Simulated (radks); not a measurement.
**Ar in [Ar]: an all-electron calculation**

An exercise on one series of results from a longer session: the logs are not shown, and one member is left open.

Program: radks (a radial shooting solver on a logarithmic mesh, Libxc functionals) version 1. Level of theory: scalar-relativistic Kohn-Sham, BLYP, spin-polarised, spherical densities, finite nucleus. These are calculated values, not measurements, unless marked.

## Starting point

```
element            : argon (Z = 18)
charge             : 0
electrons          : 18
configuration      : [Ar]
nuclear rms radius : 3.4274 fm
```

The outer shells:

Ar
```
[Ne] core
3s [↑↓]
3p [↑↓][↑↓][↑↓]
```

The first run:

Input:

```text
Z 18
configuration [Ar] 4s0 3d0 4p0 4f0
relativity scalar-relativistic
functional b88,lyp
spin polarised
nucleus finite rms 3.4274 fm
c 137.035999084
```

On the command line:

```sh
$ python run_ks.py task.json out
```

This one command runs every case of the session in turn.

One of the session's tables, all rows but one given; the rest of the session is left out.

It belongs to the step «Radial structure». Sizes of the orbitals, from the radial functions (bohr):

```
level      <r>  outermost maximum (interpolated)  90 % within  nodes
   1s  0.08573                            0.0561        0.153      0
   2s   0.4144                             0.339        0.647      1
   2p   0.3768                             0.281        0.624      0
   3s        ?                                 ?            ?      ?
   3p    1.669                              1.29         2.66      1
```

Estimate the missing values for 3s.

**Answer.** <r>: 1.405; outermost maximum (interpolated): 1.17; 90 % within: 2.14; nodes: 2. In the column «<r>» it lies between 2s (0.4144) and 3p (1.669).
